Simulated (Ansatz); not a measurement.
# Li4ZrN2: the cost of one run

Computed with Ansatz 0.2.0 (DFT PBE, scalar-relativistic, plane waves, PAW, unless a step names another level, unless a step's input says otherwise).

**1. The starting structure**

It takes space group P-3m1 (No. 164, trigonal). The conventional cell has a = 3.309 Å, b = 3.309 Å, c = 9.043 Å, α = 90.00°, β = 90.00°, γ = 120.00°. Li (site symmetry 3m) has 3 N at 2.05 Å as nearest neighbours. Li (site symmetry 3m) has 1 N at 2.26 Å and 3 Li at 2.44 Å as nearest neighbours. Zr (site symmetry -3m) is surrounded by 6 N at 2.28 Å. N (site symmetry 3m) has 4 Li at 2.05 to 2.26 Å and 3 Zr at 2.28 Å as nearest neighbours.

As a file:

```cif
data_structure
_symmetry_space_group_name_H-M 'P-3m1'
_symmetry_Int_Tables_number 164
_cell_length_a 3.3087
_cell_length_b 3.3087
_cell_length_c 9.0425
_cell_angle_alpha 90.000
_cell_angle_beta 90.000
_cell_angle_gamma 120.000
_cell_volume 85.73
loop_
_atom_site_label
_atom_site_type_symbol
_atom_site_symmetry_multiplicity
_atom_site_Wyckoff_symbol
_atom_site_fract_x
_atom_site_fract_y
_atom_site_fract_z
_atom_site_occupancy
Li1 Li 2 d 0.66667 0.33333 0.21975 1
Li2 Li 2 d 0.33333 0.66667 0.38710 1
Zr1 Zr 1 a 0.00000 0.00000 0.00000 1
N1 N 2 d 0.33333 0.66667 0.13758 1
```

It came out lowest among 24 distinct ends of the trial cells. At a tolerance of 0.05 Å it has space group P-3m1 (No. 164).

**2. A stricter relaxation, on the response runs' mesh and smearing**

input.yaml

```yaml
crystal:
  lattice:
    - [3.308656285, 0.0, 0.0]
    - [-1.6543281425, 2.8653803952, 0.0]
    - [0.0, 0.0, 9.0425419041]
  atoms:
    - { symbol: Li, position: [0.6666666667, 0.3333333333, 0.2197461926] }
    - { symbol: Li, position: [0.3333333333, 0.6666666667, 0.3870966782] }
    - { symbol: Li, position: [0.3333333333, 0.6666666667, 0.7802538074] }
    - { symbol: Li, position: [0.6666666667, 0.3333333333, 0.6129033218] }
    - { symbol: Zr, position: [0.0, 0.0, 0.0] }
    - { symbol: "N", position: [0.3333333333, 0.6666666667, 0.1375810605] }
    - { symbol: "N", position: [0.6666666667, 0.3333333333, 0.8624189395] }
basis:
  ecutwfc: 420
kpoints:
  mp_grid: { grid: [12, 12, 4] }
hamiltonian:
  xc: pbe
scf:
  occupations: { method: gaussian, width: 0.1 }
output:
  forces: true
  stress: true
  eigenvalues: true
relax:
  adjacent_minimum: "off"
  f_tol: 0.001
  max_steps: 60
  cell: { stress_tol: 0.01 }
```

Run with:

```sh
ansatz run input.yaml --threads 3 --pin off --max-ram 7680MiB --backend cpu --events-out ev --progress --plain --runs-dir out
```

**Question.** How long does this run take on 3 threads of AMD EPYC 9R45 (Zen 5), shared host, and how much memory does it need?

About 4.3 s, with a peak of 0.5 GiB.
